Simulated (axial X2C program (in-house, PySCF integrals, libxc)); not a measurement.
**All-electron X2C curves of TlCl**

Aim: find the lowest determinant of TlCl, scan the bond at several levels and fit the constants, once spin-free and once with spin–orbit coupling.

The runs use an in-house X2C program for linear molecules on PySCF integrals; all-electron X2C, Tl dyall-cv3z, Cl dyall-av3z.

All values are calculated.

## Step 1: The job

Contents of task.json:

```json
{"zs": [81, 17], "q": 0, "bas": ["dyall-cv3z", "dyall-av3z"], "levels": ["PBE0", "HF", "PBE", "TPSS", "B97-3"], "cc": true, "r0": 2.43, "thr": -2.0, "nmax": 140}
```

Keys: zs atomic numbers; q charge; bas basis sets; levels methods (HF also brings MP2); cc coupled cluster on or off; r0 starting distance in Å; thr threshold in hartree for freezing inner shells (an s shell follows its p shell); nmax most natural virtual spinors.

Started as:

```console
> python so2c.py task.json out
```

Spin-free means the one-electron spin-free X2C Hamiltonian; two-component (2c) means X2C with spin–orbit coupling and atomic mean-field two-electron Coulomb and Gaunt terms. Basis: Tl dyall-cv3z contracted to [12s14p10d7f1g], Cl dyall-av3z contracted to [9s8p3d2f]; Gaussian nuclei, density fitting. Masses: Tl 204.974 u, Cl 34.969 u.

Notation: σ, π±, δ± give the projection m of an orbital's angular momentum (0, ±1, ±2), α and β its spin, Λ and M_S the sums; ω is the projection of a spinor's total angular momentum and Ω the sum. Logs are in hartree.

The runs that follow: PBE0, spin-free; HF, spin-free; PBE, spin-free; TPSS, spin-free; B97-3, spin-free; Correlated methods, spin-free; PBE0, 2c; HF, 2c; PBE, 2c; TPSS, 2c; B97-3, 2c; MP2 and beyond, 2c.

Before running it: what results should come out? Wanted: for each run, Hamiltonian; Re; ωe; De; μ.

**Answer**, as computed:

Lowest determinant that the search found at its distance (another Ω component may lie lower), spin-free: M_S = 0, Λ = 0 (closed shell).

Lowest determinant that the search found at its distance (another Ω component may lie lower), 2c: Ω = 0 (closed shell).

```tsv
Hamiltonian	level	Re (Å)	ωe (cm⁻¹)	De (eV)	μ (D)
spin-free	PBE0	2.508	277.0	4.39	-4.64
spin-free	HF	2.540	265.9	3.18	-5.15
spin-free	MP2	2.505	279.9	4.51	n/a
spin-free	CCSD	2.520	274.2	4.24	n/a
spin-free	CCSD(T)	2.518	275.6	4.34	n/a
spin-free	PBE	2.530	268.3	4.53	-4.54
spin-free	TPSS	2.531	269.9	4.50	-4.64
spin-free	B97-3	2.537	266.2	4.46	-4.90
2c	PBE0	2.500	278.6	3.83	-4.43
2c	HF	2.531	268.2	2.48	-4.95
2c	MP2	2.498	281.4	3.91	n/a
2c	CCSD	2.513	275.7	3.60	n/a
2c	CCSD(T)	2.512	277.0	3.71	n/a
2c	PBE	2.523	268.9	4.00	-4.34
2c	TPSS	2.524	270.6	4.03	-4.44
2c	B97-3	2.529	267.7	3.80	-4.70
```

Dipoles are positive if Cl is the positive end.

At CCSD(T), going from spin-free to two-component changes Re by -7 mÅ, ωe by +0.5 %, which is small (part of it comes from the scalar share of the two-electron terms). De moves by -0.63 eV; both De rest on single-determinant atoms, which can miss part of an open shell's spin–orbit lowering.

De refers to Tl + Cl, the ground-state fragments, which need not be this curve's own limit. Each curve is one determinant whose occupation by symmetry is held fixed; it was picked as the lowest of a PBE0 search that is not exhaustive. The closed shell is kept restricted; where the fragments are open shells, the energy then runs too high at long range. De is counted from the lowest determinant-based energies of the atoms at the same level, without counterpoise correction. CCSD and (T) use frozen natural virtuals with an MP2 correction for the truncation. The meta-GGAs lack a current-density term, which matters for open shells with orbital currents, atoms included.
